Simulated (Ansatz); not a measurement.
# BFGeH3NO: the cost of one run

All numbers are computed with the Python package of Ansatz 0.2.0. The levels of theory stand in the script.

## Step 1: The system

Bond lengths: N1–Ge2 1.824 Å, Ge2–F3 1.726 Å, Ge2–B4 2.027 Å, Ge2–O5 1.742 Å, B4–O5 1.419 Å, N1–H6 1.053 Å, N1–H7 1.083 Å, B4–H8 1.211 Å. Angles: N1–Ge2–F3 114.3°, N1–Ge2–B4 122.0°, N1–Ge2–O5 108.6°, F3–Ge2–B4 122.1°, F3–Ge2–O5 107.1°, B4–Ge2–O5 43.4°, Ge2–N1–H6 110.4°, Ge2–N1–H7 106.7°, H6–N1–H7 101.3°, Ge2–B4–O5 57.5°, Ge2–B4–H8 136.5°, O5–B4–H8 144.9°, Ge2–O5–B4 79.1°.

No structure file is read: the coordinates are typed or built in the script.

## Step 2: The code

Contents of disp.py:

```python
import ansatz as az
from ase import Atoms

BASIS_SET = "def2-SVP"


def main() -> None:
    atoms = Atoms(["N", "Ge", "F", "B", "O", "H", "H", "H"], positions=[
        [0.2984, 1.3408, 0.7662],
        [0.5845, -0.2662, -0.0473],
        [2.1577, -0.9247, 0.217],
        [-0.9379, -1.3784, -0.7911],
        [-0.5636, -1.4175, 0.5767],
        [1.0146, 2.0446, 0.4496],
        [-0.6066, 1.7514, 0.3359],
        [-1.8549, -1.207, -1.5628],
    ])
    bfgeh3no = az.Crystal.molecule_from_ase(atoms)

    job = bfgeh3no.calculation().basis(gaussian=BASIS_SET)
    for name in ["pbe0", "r2scan"]:
        for correction in ("d3bj", "d4"):
            data = job.functional(name, dispersion=correction).run(threads=1).report
            print(f"{name:8s} {correction:5s} total {data['free_energy_ev']:.5f} eV, of which dispersion {1000 * data['dispersion']['energy']['ev']:.2f} meV")


if __name__ == "__main__":
    main()
```

## Step 3: The calls as engine input

The engine receives this input (first run):

```yaml
crystal:
  periodic: [false, false, false]
  atoms:
    - { symbol: "N", position_ang: [0.2984, 1.3408, 0.7662] }
    - { symbol: Ge, position_ang: [0.5845, -0.2662, -0.0473] }
    - { symbol: F, position_ang: [2.1577, -0.9247, 0.217] }
    - { symbol: B, position_ang: [-0.9379, -1.3784, -0.7911] }
    - { symbol: O, position_ang: [-0.5636, -1.4175, 0.5767] }
    - { symbol: H, position_ang: [1.0146, 2.0446, 0.4496] }
    - { symbol: H, position_ang: [-0.6066, 1.7514, 0.3359] }
    - { symbol: H, position_ang: [-1.8549, -1.207, -1.5628] }
basis:
  gaussian:
    orbitals: def2-SVP
hamiltonian:
  xc: pbe0
  dispersion: d3bj
```

## Step 4: Running it

Started as:

```
$ python disp.py
```

Q: Estimate wall time and peak memory on 1 thread of Arm Neoverse V2, shared host.

About 17 s, with a peak of 0.29 GiB.
